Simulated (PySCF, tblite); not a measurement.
# C₂H₁₀GeO₂Si: geometry, infrared bands and NMR shifts

What infrared bands and NMR shifts should C₂H₁₀GeO₂Si (`CO[Si@H](C)[O][GeH3]`) show?

The runs use tblite 0.8.0 and PySCF 2.14.0, with density-fitted response routines of our own; the level of theory stands in each step. All values are computed, except where a source is named. Atoms count from 0, in the outputs and in this text.

### Step 1. The starting structure

16 atoms, charge 0, multiplicity 1; geometry from: force field or distance geometry start.

Bonds of the start (Å): C0–O1 1.40, O1–Si2 1.74, Si2–C3 1.84, Si2–O4 1.72, O4–Ge5 1.80, C0–H6 1.10, C0–H7 1.11, C0–H8 1.12, Si2–H9 1.45, C3–H10 1.10, C3–H11 1.12, C3–H12 1.12, Ge5–H13 1.55, Ge5–H14 1.55, Ge5–H15 1.55.

### Step 2. Optimising the geometry with GFN2-xTB

Job settings and geometry (Å):

```
{"job": {"kind": "relax", "xc": "GFN2-xTB", "basis": "xTB"}, "charge": 0, "multiplicity": 1}
C     -2.349300     0.538300     0.421000
O     -1.542600     0.496300    -0.717000
Si    -0.024600    -0.172800    -0.205400
C     -0.216100    -1.788900     0.656900
O      0.751900     0.911200     0.883700
Ge     2.394900     1.198500     0.212100
H     -3.151900    -0.217600     0.399400
H     -2.802000     1.554100     0.484900
H     -1.746200     0.406400     1.352400
H      0.777700    -0.328100    -1.408700
H      0.754400    -2.064800     1.103600
H     -0.452000    -2.568500    -0.106400
H     -1.001800    -1.742500     1.448100
H      3.512800     0.700600     1.168900
H      2.543000     0.373200    -1.089300
H      2.544300     2.713600    -0.080700
```

Launch:

```bash
$ OMP_NUM_THREADS=1 python probes_run.py task.json out
```

The driver reads the jobs from task.json and runs them one after another.

**Question.** This job is followed by: GFN2-xTB harmonic vibrations, gas phase; GIAO PBE0/pcSseg-1 NMR shielding, non-relativistic, gas phase. What will the session give for the following? strongest single infrared mode (GFN2-xTB); zero-point energy (GFN2-xTB); ¹³C shifts against TMS (PBE0/pcSseg-1); ¹H shifts against TMS (PBE0/pcSseg-1, means over atoms taken as alike); ¹⁷O shifts against H2O (PBE0/pcSseg-1); ²⁹Si shifts against TMS (PBE0/pcSseg-1); ⁷³Ge shifts against GeMe4 (PBE0/pcSseg-1); surface potential, 1st and 99th percentile.

As calculated:

```
                                                              quantity                        value
                             strongest single infrared mode (GFN2-xTB)        1986 cm⁻¹, 528 km/mol
                                          zero-point energy (GFN2-xTB)                70.4 kcal/mol
                                ¹³C shifts against TMS (PBE0/pcSseg-1)                52.4, 0.9 ppm
¹H shifts against TMS (PBE0/pcSseg-1, means over atoms taken as alike)  5.21, 5.00, 3.95, -0.02 ppm
                                ¹⁷O shifts against H2O (PBE0/pcSseg-1)               33.8, 20.6 ppm
                               ²⁹Si shifts against TMS (PBE0/pcSseg-1)                    -22.8 ppm
                             ⁷³Ge shifts against GeMe4 (PBE0/pcSseg-1)                      -87 ppm
                                 surface potential, 1st and 99th percentile           -1.26 V and 1.43 V
```

What this shows: Relaxing lowered the energy by 1.327 eV in 257 steps; the close pair that moved most is Si2–Ge5, from 2.812 to 3.236 Å. No mode is imaginary among the 42: a minimum at this level. The strongest single mode, at 1986 cm⁻¹, moves mainly H13 and H15. GFN2-xTB is a fitted tight-binding method: band positions and strengths are rough. Its intensities can rank the bands wrongly. At PBE0/pcSseg-1: The widest tensor belongs to Ge5: span 331 ppm, with a paramagnetic part of -1339 ppm. Spin-orbit coupling is left out, which matters for shieldings and couplings at and beside the heavy atoms.
